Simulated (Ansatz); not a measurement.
**ZrB2: properties at the relaxed cell**

The task, for ZrB2: repeat the electronic structure at other levels of theory.

Method: DFT PBE, scalar-relativistic, plane waves, PAW, in Ansatz 0.2.0.

1 further run of the same task is left out (set aside as unsound or not needed).

### Step 1. The system as given

It takes space group P6/mmm (No. 191, hexagonal). Conventional cell: a = 3.171 Å, b = 3.171 Å, c = 3.542 Å, α = 90.00°, β = 90.00°, γ = 120.00°. Around Zr (site symmetry 6/mmm) lie 12 B at 2.55 Å. Around B (site symmetry -6m2) lie 3 B at 1.83 Å and 6 Zr at 2.55 Å.

Coordinates:

```
Zr B
1.0
     3.17117    0.00000    0.00000
    -1.58558    2.74631    0.00000
     0.00000    0.00000    3.54230
Zr B
1 2
Cartesian
  0.0000 0.0000 0.0000
  0.0000 1.8309 1.7711
  1.5856 0.9154 1.7711
```

This cell was relaxed beforehand with the same method: volume 10.28 Å³/atom, gap on the mesh none (metal).

### Step 2. The same geometry with PBE with spin-orbit coupling

Input file input.yaml:

```yaml
crystal:
  lattice:
    - [3.1711659775, 0.0, 0.0]
    - [-1.5855829887, 2.7463102961, 0.0]
    - [0.0, 0.0, 3.5422975713]
  atoms:
    - { symbol: Zr, position: [0.0, 0.0, 0.0] }
    - { symbol: B, position: [0.3333333333, 0.6666666667, 0.5] }
    - { symbol: B, position: [0.6666666667, 0.3333333333, 0.5] }
basis:
  ecutwfc: 420
kpoints:
  mp_grid: { grid: [15, 15, 12] }
  band_path:
    path:
      - [[0.0, 0.0, 0.0], [0.5, 0.0, 0.0], [0.33333333, 0.33333333, 0.0], [0.0, 0.0, 0.0], [0.0, 0.0, 0.5], [0.5, 0.0, 0.5], [0.33333333, 0.33333333, 0.5], [0.0, 0.0, 0.5]]
      - [[0.5, 0.0, 0.5], [0.5, 0.0, 0.0]]
      - [[0.33333333, 0.33333333, 0.5], [0.33333333, 0.33333333, 0.0]]
    npoints: 10
hamiltonian:
  xc: pbe
scf:
  occupations: { method: gaussian, width: 0.1 }
output:
  forces: true
  stress: true
  eigenvalues: true
  populations: true
  dos: { projected: true, de: 0.02 }
  bader: false
  write_density: true
  write_potential: true
  elf: true
  volumetric_format: npy
magnetization:
  noncollinear: true
  spin_orbit: true
```

Command:

```sh
$ ansatz run input.yaml --threads 1 --pin off --max-ram 2560MiB --backend cpu --events-out ev --progress --plain --runs-dir out
```

What does the calculation give? Wanted: gap; states at the Fermi level.

**Answer**, as computed:

| quantity | value |
| --- | --- |
| gap (PBE with spin-orbit coupling) | none (metal) |
| states at the Fermi level (PBE with spin-orbit coupling) | 0.18 per eV per cell |

**Reading.** All levels find a metal.
